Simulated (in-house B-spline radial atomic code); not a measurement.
# Cu³⁺: ionisation energy by several methods

Aim: the ionisation energy of Cu³⁺ by several methods, each as the difference of two self-consistent energies (Cu³⁺ and the next ion, [Ar] 3d7).

The numbers are computed with in-house B-spline radial atomic code version 1 (scalar-relativistic (X2C), several functionals, spin-polarised; spherical all-electron atom at the radial basis limit), except any that are marked as measured or tabulated.

### Step 1. Starting point

* element: copper (Z = 29)
* charge: +3
* electrons: 26
* configuration: [Ar] 3d8
* nucleus: Fermi, rms radius 3.882 fm

Outer shells as boxes (Hund's rule):

[Ar] 3d8
```
[Ar] core
3d [↑↓][↑↓][↑↓][↑ ][↑ ]
```

Where spins are not typed, each open shell is filled with up spins first.

### Step 2. BLYP, a GGA

Input settings:

```ini
Z = 29
electrons = 26.0
configuration = [Ar] 3d8
hamiltonian = x2c
method = b88,lyp
spin_polarised = True
nucleus = fermi
rms_radius = 3.8823
mass_number = 63
atomic_mass = 62.929597119
speed_of_light = 137.035999084
```

The program writes no log. Results of the run, from its result record (rounded, main fields):

```text
status: converged
scf [iteration, energy, orbital gradient]:
  - [1, -1639.0437456, 0.54]
  - [2, -1641.78368339, 0.736]
  - [3, -1652.25976754, 0.0852]
  - [4, -1652.45879438, 0.0312]
  - [5, -1652.467496, 0.0127]
  - [6, -1652.4697492, 0.00723]
  - [7, -1652.47115054, 0.000379]
  - [8, -1652.47115314, 9.43e-06]
  - [9, -1652.47115315, 6.32e-07]
  - [10, -1652.47115315, 3.72e-08]
energy [hartree]: {"total": -1652.47115314, "kinetic": 1681.09507054, "nuclear": -3939.22616788, "coulomb": 672.501887638, "xc": -66.8419434435}
orbitals [hartree, bohr; first row names the columns]:
  - ["name", "occ", "eps", "<r>", "<r^2>", "<1/r>", "r_max"]
  - ["1s up", 1.0, -326.77486, 0.051783, 0.0036196, 29.643, 0.033713]
  - ["1s down", 1.0, -326.77485, 0.051783, 0.0036195, 29.643, 0.033713]
  - ["2s up", 1.0, -40.777652, 0.23508, 0.065276, 6.4013, 0.19665]
  - ["2s down", 1.0, -40.730787, 0.23491, 0.06518, 6.4063, 0.19658]
  - ["2p up", 3.0, -35.43573, 0.20642, 0.052297, 6.215, 0.15807]
  - ["2p down", 3.0, -35.400334, 0.20624, 0.052196, 6.2193, 0.158]
  - ["3s up", 1.0, -5.934642, 0.70469, 0.57309, 2.0303, 0.61137]
  - ["3s down", 1.0, -5.843016, 0.70622, 0.57577, 2.0248, 0.6119]
  - ["3p up", 3.0, -4.3624204, 0.73538, 0.63677, 1.8749, 0.61595]
  - ["3p down", 3.0, -4.2728953, 0.73795, 0.64166, 1.8681, 0.61678]
  - ["3d up", 5.0, -1.8348521, 0.85203, 0.92384, 1.5351, 0.58491]
  - ["3d down", 3.0, -1.7507129, 0.86617, 0.95965, 1.5181, 0.58823]
sum_r [bohr^k]: {"-1": 136.911, "1": 14.50107, "2": 12.93347}
radius_at_0.001 [bohr]: 2.658
radius_enclosing [bohr]: {"0.5": 0.4851, "0.9": 1.112, "0.99": 1.887}
slater [hartree]:
  F0(3p up,3p up): 1.2291
  F2(3p up,3p up): 0.61384
  F0(3p up,3p down): 1.2271
  F2(3p up,3p down): 0.61271
  F0(3p up,3d up): 1.1492
  F2(3p up,3d up): 0.5439
  G1(3p up,3d up): 0.67058
  G3(3p up,3d up): 0.4081
  F0(3p up,3d down): 1.1403
  F2(3p up,3d down): 0.53807
  F0(3p down,3p down): 1.225
  F2(3p down,3p down): 0.61158
  F0(3p down,3d up): 1.1475
  F2(3p down,3d up): 0.54307
  F0(3p down,3d down): 1.1386
  F2(3p down,3d down): 0.53728
  G1(3p down,3d down): 0.66317
  G3(3p down,3d down): 0.40278
  F0(3d up,3d up): 1.0859
  F2(3d up,3d up): 0.5043
  F4(3d up,3d up): 0.31408
  F0(3d up,3d down): 1.0779
  F2(3d up,3d down): 0.49938
  F4(3d up,3d down): 0.31078
  F0(3d down,3d down): 1.0699
  F2(3d down,3d down): 0.49459
  F4(3d down,3d down): 0.30758
ionisation_energy [hartree]: 2.13100254
```

Run time: 0.25 s. Hardware: 1 thread, shared host.

The run also solves the next ion with the same method; the record keeps the difference, ionisation_energy. radius_at_0.001 is where the density falls to 0.001 electrons per bohr³.

Radial density 4πr²n(r) and radial functions P(r) = rR(r):

```csv
r (bohr),4πr²n,3p down,3d down
0.00344,2.579,0.0037,0.0000
0.00491,4.616,0.0071,0.0000
0.00702,8.009,0.0137,0.0001
0.0100,13.17,0.0259,0.0003
0.0143,20.29,0.0488,0.0007
0.0205,28.34,0.0899,0.0020
0.0293,34.30,0.1593,0.0054
0.0418,34.77,0.2673,0.0138
0.0598,30.15,0.4168,0.0344
0.0854,28.29,0.5775,0.0802
0.122,35.29,0.6648,0.1733
0.174,40.03,0.5368,0.3378
0.249,28.96,0.0759,0.5820
0.356,17.82,-0.6197,0.8532
0.509,21.13,-1.1685,1.0356
0.727,20.04,-1.1957,1.0142
1.04,9.686,-0.7742,0.7954
1.48,2.635,-0.3178,0.4959
2.12,0.4119,-0.0715,0.2251
3.03,0.03013,-0.0073,0.0651
```

Clear maxima of the radial density (full grid of the record): 0.035, 0.17, 0.61 bohr.

### Step 3. revTPSS, a meta-GGA

Changes to the settings of step 2:

```diff
@@ -4,3 +4,3 @@
 hamiltonian = x2c
-method = b88,lyp
+method = revtpss,revtpss
 spin_polarised = True
```

From the record:

```text
status: converged
iterations: 8
energy [hartree]: {"total": -1651.9299247, "kinetic": 1680.40772113, "nuclear": -3938.46792753, "coulomb": 672.432655443, "xc": -66.3023737374}
orbitals [hartree, bohr; first row names the columns]:
  - ["name", "occ", "eps", "<r>"]
  - ["1s up", 1.0, -327.32114, 0.051743]
  - ["1s down", 1.0, -327.32095, 0.051743]
  - ["2s up", 1.0, -40.888042, 0.23474]
  - ["2s down", 1.0, -40.850122, 0.23456]
  - ["2p up", 3.0, -35.439164, 0.2065]
  - ["2p down", 3.0, -35.406283, 0.20632]
  - ["3s up", 1.0, -5.9875504, 0.70484]
  - ["3s down", 1.0, -5.8940108, 0.70619]
  - ["3p up", 3.0, -4.3849323, 0.73623]
  - ["3p down", 3.0, -4.2911578, 0.7386]
  - ["3d up", 5.0, -1.8287931, 0.84919]
  - ["3d down", 3.0, -1.7375402, 0.86306]
sum_r [bohr^k]: {"-1": 136.8847, "1": 14.48189, "2": 12.86259}
ionisation_energy [hartree]: 2.11710474
```

It took 0.29 s on 1 thread, shared host.

Meta-GGA runs start from a PBE run whose iterations are not counted.

### Step 4. RPBE, a GGA

Changes to the settings of step 3:

```diff
@@ -4,3 +4,3 @@
 hamiltonian = x2c
-method = revtpss,revtpss
+method = rpbe,pbe
 spin_polarised = True
```

From the record:

```text
status: converged
iterations: 10
energy [hartree]: {"total": -1652.34287937, "kinetic": 1680.90779191, "nuclear": -3939.15697823, "coulomb": 672.632294933, "xc": -66.725987981}
orbitals [hartree, bohr; first row names the columns]:
  - ["name", "occ", "eps", "<r>"]
  - ["1s up", 1.0, -326.70907, 0.051776]
  - ["1s down", 1.0, -326.70929, 0.051776]
  - ["2s up", 1.0, -40.773191, 0.23498]
  - ["2s down", 1.0, -40.726229, 0.23479]
  - ["2p up", 3.0, -35.41156, 0.20643]
  - ["2p down", 3.0, -35.376689, 0.20623]
  - ["3s up", 1.0, -5.9442096, 0.70457]
  - ["3s down", 1.0, -5.8532835, 0.70593]
  - ["3p up", 3.0, -4.3659835, 0.73536]
  - ["3p down", 3.0, -4.2762894, 0.7377]
  - ["3d up", 5.0, -1.8324036, 0.85025]
  - ["3d down", 3.0, -1.7462584, 0.86417]
sum_r [bohr^k]: {"-1": 136.9089, "1": 14.48472, "2": 12.88476}
ionisation_energy [hartree]: 2.12711657
```

It took 0.26 s on 1 thread, shared host.

### Step 5. TPSS, a meta-GGA

Changes to the settings of step 4:

```diff
@@ -4,3 +4,3 @@
 hamiltonian = x2c
-method = rpbe,pbe
+method = tpss,tpss
 spin_polarised = True
```

From the record:

```text
status: converged
iterations: 8
energy [hartree]: {"total": -1652.39100274, "kinetic": 1680.8994451, "nuclear": -3939.09346316, "coulomb": 672.578613393, "xc": -66.7755980759}
orbitals [hartree, bohr; first row names the columns]:
  - ["name", "occ", "eps", "<r>"]
  - ["1s up", 1.0, -327.27045, 0.051754]
  - ["1s down", 1.0, -327.27054, 0.051754]
  - ["2s up", 1.0, -40.886282, 0.23474]
  - ["2s down", 1.0, -40.84465, 0.23459]
  - ["2p up", 3.0, -35.467144, 0.20638]
  - ["2p down", 3.0, -35.433156, 0.20622]
  - ["3s up", 1.0, -5.9894735, 0.70451]
  - ["3s down", 1.0, -5.8943453, 0.70589]
  - ["3p up", 3.0, -4.3905006, 0.73564]
  - ["3p down", 3.0, -4.2966376, 0.738]
  - ["3d up", 5.0, -1.8320224, 0.84988]
  - ["3d down", 3.0, -1.743248, 0.86334]
sum_r [bohr^k]: {"-1": 136.9059, "1": 14.48137, "2": 12.86564}
ionisation_energy [hartree]: 2.12364561
```

It took 0.28 s on 1 thread, shared host.

### Step 6. LDA (PW92)

Changes to the settings of step 5:

```diff
@@ -4,3 +4,3 @@
 hamiltonian = x2c
-method = tpss,tpss
+method = lda,pw
 spin_polarised = True
```

From the record:

```text
status: converged
iterations: 10
energy [hartree]: {"total": -1649.44712192, "kinetic": 1677.163552, "nuclear": -3935.11886381, "coulomb": 672.276638585, "xc": -63.7684486926}
orbitals [hartree, bohr; first row names the columns]:
  - ["name", "occ", "eps", "<r>"]
  - ["1s up", 1.0, -326.01052, 0.051867]
  - ["1s down", 1.0, -326.00991, 0.051867]
  - ["2s up", 1.0, -40.694394, 0.23551]
  - ["2s down", 1.0, -40.644372, 0.23536]
  - ["2p up", 3.0, -35.401973, 0.20664]
  - ["2p down", 3.0, -35.363489, 0.20647]
  - ["3s up", 1.0, -5.9215246, 0.7061]
  - ["3s down", 1.0, -5.8334449, 0.70762]
  - ["3p up", 3.0, -4.3629335, 0.73627]
  - ["3p down", 3.0, -4.276987, 0.73879]
  - ["3d up", 5.0, -1.8465664, 0.85021]
  - ["3d down", 3.0, -1.7654144, 0.86328]
sum_r [bohr^k]: {"-1": 136.7642, "1": 14.49371, "2": 12.89635}
ionisation_energy [hartree]: 2.14652667
```

Run time: 0.21 s. Hardware: 1 thread, shared host.

### Step 7. PBEsol, a GGA

Changes to the settings of step 6:

```diff
@@ -4,3 +4,3 @@
 hamiltonian = x2c
-method = lda,pw
+method = pbesol
 spin_polarised = True
```

From the record:

```text
status: converged
iterations: 9
energy [hartree]: {"total": -1650.74210672, "kinetic": 1679.05597887, "nuclear": -3937.15720319, "coulomb": 672.452379918, "xc": -65.0932623169}
orbitals [hartree, bohr; first row names the columns]:
  - ["name", "occ", "eps", "<r>"]
  - ["1s up", 1.0, -326.36593, 0.051818]
  - ["1s down", 1.0, -326.36581, 0.051817]
  - ["2s up", 1.0, -40.728411, 0.23523]
  - ["2s down", 1.0, -40.6799, 0.23506]
  - ["2p up", 3.0, -35.395855, 0.20654]
  - ["2p down", 3.0, -35.359241, 0.20636]
  - ["3s up", 1.0, -5.9291075, 0.70542]
  - ["3s down", 1.0, -5.8391017, 0.70679]
  - ["3p up", 3.0, -4.359777, 0.73601]
  - ["3p down", 3.0, -4.2713226, 0.73832]
  - ["3d up", 5.0, -1.8346067, 0.84995]
  - ["3d down", 3.0, -1.7497706, 0.86267]
sum_r [bohr^k]: {"-1": 136.8375, "1": 14.48556, "2": 12.87598}
ionisation_energy [hartree]: 2.13045138
```

Run time: 0.21 s. Hardware: 1 thread, shared host.

### Step 8. PBE, a GGA

Changes to the settings of step 7:

```diff
@@ -4,3 +4,3 @@
 hamiltonian = x2c
-method = pbesol
+method = pbe,pbe
 spin_polarised = True
```

From the record:

```text
status: converged
iterations: 10
energy [hartree]: {"total": -1652.11604819, "kinetic": 1680.66158731, "nuclear": -3938.87072387, "coulomb": 672.5844694, "xc": -66.4913810253}
orbitals [hartree, bohr; first row names the columns]:
  - ["name", "occ", "eps", "<r>"]
  - ["1s up", 1.0, -326.67474, 0.051785]
  - ["1s down", 1.0, -326.67485, 0.051785]
  - ["2s up", 1.0, -40.768664, 0.23504]
  - ["2s down", 1.0, -40.721495, 0.23486]
  - ["2p up", 3.0, -35.417957, 0.20644]
  - ["2p down", 3.0, -35.382575, 0.20625]
  - ["3s up", 1.0, -5.9424098, 0.70472]
  - ["3s down", 1.0, -5.8514115, 0.70612]
  - ["3p up", 3.0, -4.3670638, 0.73547]
  - ["3p down", 3.0, -4.2777188, 0.73786]
  - ["3d up", 5.0, -1.8358598, 0.85058]
  - ["3d down", 3.0, -1.7507948, 0.86393]
sum_r [bohr^k]: {"-1": 136.8985, "1": 14.48706, "2": 12.88746}
ionisation_energy [hartree]: 2.13157761
```

Run time: 0.23 s. Hardware: 1 thread, shared host.

### Step 9. AM05, a GGA

Changes to the settings of step 8:

```diff
@@ -4,3 +4,3 @@
 hamiltonian = x2c
-method = pbe,pbe
+method = am05
 spin_polarised = True
```

From the record:

```text
status: converged
iterations: 9
energy [hartree]: {"total": -1649.65439709, "kinetic": 1677.53756892, "nuclear": -3935.59892462, "coulomb": 672.395450079, "xc": -63.9884914787}
orbitals [hartree, bohr; first row names the columns]:
  - ["name", "occ", "eps", "<r>"]
  - ["1s up", 1.0, -326.05378, 0.051851]
  - ["1s down", 1.0, -326.05341, 0.051851]
  - ["2s up", 1.0, -40.694726, 0.2354]
  - ["2s down", 1.0, -40.644821, 0.23522]
  - ["2p up", 3.0, -35.381693, 0.20663]
  - ["2p down", 3.0, -35.34399, 0.20644]
  - ["3s up", 1.0, -5.9198688, 0.70589]
  - ["3s down", 1.0, -5.8309221, 0.70731]
  - ["3p up", 3.0, -4.3558526, 0.73623]
  - ["3p down", 3.0, -4.2682372, 0.73862]
  - ["3d up", 5.0, -1.8351598, 0.84907]
  - ["3d down", 3.0, -1.7506206, 0.86218]
sum_r [bohr^k]: {"-1": 136.7816, "1": 14.48315, "2": 12.86644}
ionisation_energy [hartree]: 2.13146923
```

Wall time 0.18 s (1 thread, shared host).

### Step 10. The ladder

| method | rung | total energy (hartree) | ΔSCF (eV) | −ε highest (eV) | ΔSCF less tabulated (eV) |
| --- | --- | --- | --- | --- | --- |
| LDA (PW92) | LDA | -1649.4471 | 58.410 | 48.039 (3d down) | +1.030 |
| BLYP | GGA | -1652.4712 | 57.988 | 47.639 (3d down) | +0.608 |
| RPBE | GGA | -1652.3429 | 57.882 | 47.518 (3d down) | +0.502 |
| PBEsol | GGA | -1650.7421 | 57.973 | 47.614 (3d down) | +0.593 |
| PBE | GGA | -1652.1160 | 58.003 | 47.642 (3d down) | +0.623 |
| AM05 | GGA | -1649.6544 | 58.000 | 47.637 (3d down) | +0.620 |
| revTPSS | meta-GGA | -1651.9299 | 57.609 | 47.281 (3d down) | +0.229 |
| TPSS | meta-GGA | -1652.3910 | 57.787 | 47.436 (3d down) | +0.407 |

Tables give 57.38 ± 0.05 eV (semi-empirical; NIST Atomic Spectra Database) for the ionisation energy. revTPSS misses by +0.229 eV, the least, and LDA (PW92) by +1.030 eV (1.8 %), the most. Mean absolute error by rung (exchange-only levels left out): LDA 1.03 eV, GGA 0.59 eV, meta-GGA 0.32 eV. Relativistic terms that these runs lack can be as large as the gaps between close methods, so the nearest may be so by luck. PBE is off by +0.623 eV. Open shells are averaged (over orientations, and over spins where the run is restricted), while tables refer to the lowest levels. For the semilocal functionals minus the highest level recovers only 82 % of their own ΔSCF value, a mark of self-interaction.

What each method cost (CPU seconds, one thread, shared host; runs marked * also made radial tables):

| method | CPU time | miss (eV) |
| --- | --- | --- |
| AM05 | 0.18 s | +0.620 |
| LDA (PW92) | 0.21 s | +1.030 |
| PBEsol | 0.21 s | +0.593 |
| PBE | 0.23 s | +0.623 |
| BLYP* | 0.25 s | +0.608 |
| RPBE* | 0.26 s | +0.502 |
| TPSS | 0.28 s | +0.407 |
| revTPSS* | 0.29 s | +0.229 |
